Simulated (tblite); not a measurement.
# C10H10Si10 ((5,0) SiC nanotube piece): the cost of one run

Programs: tblite 0.8.0 and PySCF 2.14.0, with routines of our own; each step states its level. All values are computed. Atoms count from 0.

### 1 The system as given

30 atoms, charge 0, multiplicity 1; geometry from: force field, distance geometry or constructed start.

### 2 Optimising the geometry with GFN2-xTB

Job settings and geometry (Å):

```
{"job": {"kind": "relax", "xc": "GFN2-xTB", "basis": "xTB"}, "charge": 0, "multiplicity": 1}
C      2.000000     1.447700     0.841400
Si     1.991900     1.452100    -0.953100
C      0.767300     2.343100    -1.839800
C     -0.762800     2.349800     0.836800
Si    -0.763100     2.344200    -0.942800
C     -1.998400     1.449000    -1.843400
C     -2.466000     0.001700     0.839700
Si    -2.462700     0.002700    -0.944700
C     -1.992400    -1.451600    -1.841200
C     -0.764900    -2.346200     0.844600
Si    -0.764200    -2.346600    -0.948300
C      0.759600    -2.347400    -1.840800
C      1.991700    -1.448800     0.848000
Si     1.997300    -1.450100    -0.948900
C      2.463900     0.005100    -1.840600
Si     2.464200     0.000600     1.743900
Si     0.762500     2.347300     1.738500
Si    -1.996200     1.446100     1.736600
Si    -1.995700    -1.447700     1.740100
Si     0.764900    -2.344500     1.740300
H      0.916700     2.832100    -2.803800
H     -2.406800     1.749500    -2.805500
H     -2.402500    -1.743400    -2.798700
H      0.914800    -2.832600    -2.806800
H      2.974400     0.002600    -2.804400
H      3.130800    -0.000900     3.014300
H      0.970100     2.985700     3.011100
H     -2.538400     1.844400     3.013000
H     -2.537200    -1.843400     3.009800
H      0.970500    -2.983000     3.015200
```

The run is started by

```bash
OMP_NUM_THREADS=1 python large_run.py task.json out
```

This one command runs all jobs of the session in turn.

Q: Estimate the wall time and peak memory of this first job on 1 thread of Arm Neoverse N1, shared host.

About 4 s, with a peak of 0.16 GiB.
